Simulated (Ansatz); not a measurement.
**Chromium, diamond: r²SCAN0 at the r²SCAN geometry**

How do the levels and moments change when part of the exchange is made exact, and what does it cost? The cell comes from an earlier r²SCAN relaxation. Exact exchange is dear, so the k-mesh is coarse, and r²SCAN is run on the same mesh for comparison.

Computed with Ansatz 0.2.0 (DFT, plane waves (500 eV) with PBE-made PAW files, scalar-relativistic; functionals as named at each step, unless a step says otherwise).

**1. Starting point**

The structure is cubic, space group Fd-3m (No. 227). The conventional cell has a = 5.684 Å, b = 5.684 Å, c = 5.684 Å, α = 90.00°, β = 90.00°, γ = 90.00°. Cr (site symmetry -43m) is surrounded by 4 Cr at 2.46 Å.

Structure file:

```xyz
2
Lattice="0.0000 2.8420 2.8420 2.8420 0.0000 2.8420 2.8420 2.8420 0.0000" Properties=species:S:1:pos:R:3 pbc="T T T"
Cr    0.7105    0.7105    0.7105
Cr    4.9735    4.9735    4.9735
```

The atoms start with moments of +3.4, -3.4 μB.

**2. r²SCAN on the coarse mesh**

The run with r²SCAN.

input.yaml

```yaml
crystal:
  lattice:
    - [0.0, 2.8420029331, 2.8420029331]
    - [2.8420029331, 0.0, 2.8420029331]
    - [2.8420029331, 2.8420029331, 0.0]
  atoms:
    - { symbol: Cr, position: [0.125, 0.125, 0.125], spin: 3.4 }
    - { symbol: Cr, position: [0.875, 0.875, 0.875], spin: -3.4 }
hamiltonian:
  xc: r2scan
  pseudopotentials:
    kind: paw
    azcp:
      Cr: "pseudopotentials/Cr.paw.azcp"
basis:
  ecutwfc: 500
  fft_grid_basis: typed
kpoints:
  mp_grid: { grid: [5, 5, 5], shift: [0, 0, 0] }
magnetization:
  spin_polarized: true
scf:
  occupations: { method: fermi_dirac, width: 0.1 }
```

The run is started by

```
ansatz run input.yaml --threads 4 --pin off --max-ram 8192MiB --backend cpu --events-out ev --progress --plain --runs-dir out
```

**3. r²SCAN0, coarse mesh**

The run with r²SCAN0.

Edit input.yaml of step 2 so:

```diff
@@ -9,3 +9,3 @@
 hamiltonian:
-  xc: r2scan
+  xc: r2scan0
   pseudopotentials:
```

(Steps that only read results are left out.)

Q: Predict the outcome of this session. Wanted: r²SCAN: gap; r²SCAN: magnetic state; r²SCAN0: gap; r²SCAN0: magnetic state.

As calculated:

```
                             quantity                                      value
                          r²SCAN: gap               none (levels filled in part)
               r²SCAN: magnetic state  antiferromagnetic, up to 3.39 μB per atom
                         r²SCAN0: gap               none (levels filled in part)
              r²SCAN0: magnetic state  antiferromagnetic, up to 3.75 μB per atom
  r²SCAN0: SCF cycles, exchange loops                                      27, 2
r²SCAN0: CPU time over that of r²SCAN                                        7.2
```

What this shows: Neither r²SCAN nor r²SCAN0 shows a clean gap on this mesh. Moments change from 3.39 μB to 3.75 μB at most; exact exchange favours larger moments in itinerant magnets. The hybrid took 7.2 times as much CPU time as r²SCAN on the same settings. The exchange operator of r²SCAN0 was renewed in 2 outer loops. The total energies in the logs cannot be compared from one functional to another.
